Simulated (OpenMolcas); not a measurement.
# Pd⁴⁺ among point charges: CASSCF and CASPT2 levels and susceptibility

How does a field of 6 point charges split the states of Pd⁴⁺, and what χT follows?

Program: OpenMolcas 26.06. Level of theory: state-averaged CASSCF and CASPT2, spin-orbit coupling by RASSI with atomic mean-field integrals. These are calculated values, not measurements, unless marked.

### Step 1. The system

| Item | Value |
| --- | --- |
| Species | Pd⁴⁺ (palladium, Z = 46, 42 electrons) |
| Basis | ANO-RCC-VDZP [6s5p3d1f], 43 functions |
| Scalar Hamiltonian | DKH2, point nucleus |
| Inactive shells | 1s 2s 2p 3s 3p 3d 4s 4p |
| Active space | 6 electrons in 5 orbitals (4d) |
| Some configurations of this space | 4d6 |
| Orbitals | optimised for each spin and parity, averaged over all roots |

Outer shells as boxes (Hund's rule):

4d6
```
4d [↑↓][↑ ][↑ ][↑ ][↑ ]
```

The ion sits among 6 point charges of -1.1 e arranged as an octahedron (Oh), 2.09 Å from the ion.

Each step is its own input file, run in one work folder so that later steps find the files of earlier ones. Labels, J, g values, rates, χT and fits are worked out afterwards by a script from the matrices that RASSI stores. The input lists half of the charges; inversion (Group=XYZ) makes the rest.

### Step 2. Basis and integrals

a.inp

```
&GATEWAY
Coord
1

Pd 0.0 0.0 0.0
Basis=ANO-RCC-VDZP
Group=XYZ
NoMove
AngMom=0.0 0.0 0.0
AMFI
XField
3 Angstrom 0
2.090000 0.000000 0.000000 -1.100000
0.000000 2.090000 0.000000 -1.100000
0.000000 0.000000 2.090000 -1.100000
&SEWARD
```

Launch:

```bash
> OMP_NUM_THREADS=1 MOLCAS_MEM=1689 MOLCAS_PROJECT=a pymolcas a.inp > a.log
```

### Step 3. Reference wave functions, quintets of even parity, 5 roots

a.inp

```
&RASSCF
FileOrb=start.orb
Symmetry=1
Spin=5
nActEl=6 0 0
Inactive=9 9
Ras2=5 0
CIRoot=5 5 1
SDav=5
CIMx=300
Iter=120 100
PrWF=0.3
OrbListing=Nothing
MaxOrb=0
>>> COPY $Project.JobIph JOB001
```

start.orb holds the contracted functions of the basis, ordered by shell, or the orbitals of the step before.

### Step 4. CASSCF: triplets of even parity, 45 roots

a.inp

```
&RASSCF
FileOrb=start.orb
Symmetry=1
Spin=3
nActEl=6 0 0
Inactive=9 9
Ras2=5 0
CIRoot=45 45 1
SDav=45
CIMx=300
Iter=120 100
PrWF=0.3
OrbListing=Nothing
MaxOrb=0
>>> COPY $Project.JobIph JOB002
```

### Step 5. Reference wave functions, singlets of even parity, 50 roots

a.inp

```
&RASSCF
FileOrb=start.orb
Symmetry=1
Spin=1
nActEl=6 0 0
Inactive=9 9
Ras2=5 0
CIRoot=50 50 1
SDav=50
CIMx=300
Iter=120 100
PrWF=0.3
OrbListing=Nothing
MaxOrb=0
>>> COPY $Project.JobIph JOB003
```

### Step 6. RASSI: spin-orbit coupling between the states

a.inp

```
&RASSI
NrOfJobIphs=3 5 45 50
1 2 3 4 5
1 2 3 4 5 6 7 8 9 10 11 12 13 14 15 16 17 18 19 20 21 22 23 24 25 26 27
28 29 30 31 32 33 34 35 36 37 38 39 40 41 42 43 44 45
1 2 3 4 5 6 7 8 9 10 11 12 13 14 15 16 17 18 19 20 21 22 23 24 25 26 27
28 29 30 31 32 33 34 35 36 37 38 39 40 41 42 43 44 45 46 47 48 49 50
IphNames
JOB001
JOB002
JOB003
EJob
SpinOrbit
DIPRint=1.0
SOCoupling=1000.0
Subsets=2
Property=9
'ANGMOM' 1 'ANGMOM' 2 'ANGMOM' 3 'MLTPL  1' 1 'MLTPL  1' 2 'MLTPL  1' 3
'AMFI' 1 'AMFI' 2 'AMFI' 3
SOProperty=3
'ANGMOM' 1 'ANGMOM' 2 'ANGMOM' 3
```

### Step 7. CASPT2: IPEA 0.25, imaginary shift 0.1 (closed shells correlated: 4s 4p)

a.inp

```
>>> COPY JOB001 $Project.JobIph
&CASPT2
Multistate=5 1 2 3 4 5
NoMult
Frozen=8 6
IPEA=0.25
Imaginary=0.1
MaxIter=60
WThr=0.0 0.3 0.05
PrWF=0.5
NoMix
>>> COPY JOB002 $Project.JobIph
&CASPT2
Multistate=45 1 2 3 4 5 6 7 8 9 10 11 12 13 14 15 16 17 18 19 20 21 22
23 24 25 26 27 28 29 30 31 32 33 34 35 36 37 38 39 40 41 42 43 44 45
NoMult
Frozen=8 6
IPEA=0.25
Imaginary=0.1
MaxIter=60
WThr=0.0 0.3 0.05
PrWF=0.5
NoMix
>>> COPY JOB003 $Project.JobIph
&CASPT2
Multistate=50 1 2 3 4 5 6 7 8 9 10 11 12 13 14 15 16 17 18 19 20 21 22
23 24 25 26 27 28 29 30 31 32 33 34 35 36 37 38 39 40 41 42 43 44 45 46
47 48 49 50
NoMult
Frozen=8 6
IPEA=0.25
Imaginary=0.1
MaxIter=60
WThr=0.0 0.3 0.05
PrWF=0.5
NoMix
```

(Steps that only read results are left out.)

What does the calculation give? Wanted: spin-free ground state; first state of the same spin within the active space; lowest level; next level.

As calculated:

| quantity | value |
| --- | --- |
| method | SS-CASPT2, IPEA 0.25, imaginary shift 0.1 (closed shells correlated: 4s 4p) |
| spin-free ground state | 5T2, 3-fold in its orbital part |
| first state of the same spin within the active space | 5E at 3030 cm⁻¹ |
| lowest level | 3-fold T2 |
| next level | 430.7 cm⁻¹ |
| χT at 300 K | 4.79 cm³ K/mol |
| effective moment at 300 K | 6.19 μB |

Cost by method:

```
                                              method  time of its own steps  time with the reference
                                           A. CASSCF                   19 s                     19 s
B. SS-CASPT2, IPEA 0.25, imaginary shift 0.1, +4s 4p                  4.9 s                     24 s
```

Times are of one thread on a shared host.

**Reading.** The spin-free ground state (5T2) comes to 100 % from free-ion D terms and keeps the highest spin of the shell. χT at 300 K is 4.79, against 3.01 cm³ K/mol for the spin alone, so orbital moment adds to it. An active space of the d shell alone favours high spin; real ions in strong fields can be low spin. CASPT2 does not keep the components of a term degenerate, and the means are used. The field of point charges can differ much from that of real complexes. With metal d orbitals alone active, the gaps between spin states are rough; where two lie within a few thousand cm-1, their order is open. Point charges carry no covalency, so the field is a model and not that of real ligands.
